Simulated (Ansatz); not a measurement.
# TiH+ (triplet): from Hartree-Fock to the top rungs, def2-QZVPP

The task here is to estimate one member of a computed series from the others.

Program: Ansatz 0.2.0, Gaussian basis. Level of theory: def2-QZVPP, core rule «outside noble gas», up to 9 orbitals frozen. These are calculated values, not measurements.

The runs, in order: UHF; ROHF; CCSD(T) on UHF.

## What is computed

The geometry is a PBE0/def2-TZVP stationary point (not a proven minimum) of the parent state, kept for this charge and spin.

2 atoms, charge 1, spin multiplicity 3.

Atoms are counted from 1 here; the program's logs count them from 0.

Bond lengths: Ti1–H2 1.754 Å.

Coordinates:

```xyz
2

Ti    0.00000    0.00000    0.00000
H     0.00000    0.00000    1.75397
```

Set-up of the first run:

The input, in.yaml:

```yaml
crystal:
  periodic: [false, false, false]
  atoms:
    - {symbol: Ti, position_ang: [0.000000, 0.000000, 0.000000]}
    - {symbol: H, position_ang: [0.000000, 0.000000, 1.753968]}
basis:
  gaussian: {orbitals: "def2-QZVPP.json"}
total_charge: 1
magnetization: {spin_polarized: true, initial_magnetization: 2}
hamiltonian: {xc: hf}
output: {orbitals: {seedname: orbitals}}
```

The run is started by

```console
> ansatz run in.yaml --threads 1 --pin off --events-out ev --progress --plain --max-ram 4096MiB --backend cpu
```

Among the steps run: UHF; ROHF; CCSD(T) on UHF.

One of the session's tables, all rows but one given; the rest of the session is left out.

```
  method  from UCCSD(T) (kcal/mol)
    ROHF                         ?
     UHF                    +36.91
    UMP2                     +8.52
   UCCSD                     +0.76
UCCSD(T)                         0
```

Q: Estimate the row for ROHF from the others.

**Answer.** from UCCSD(T) (kcal/mol): +40.50. In the column «from UCCSD(T) (kcal/mol)» it is the highest.
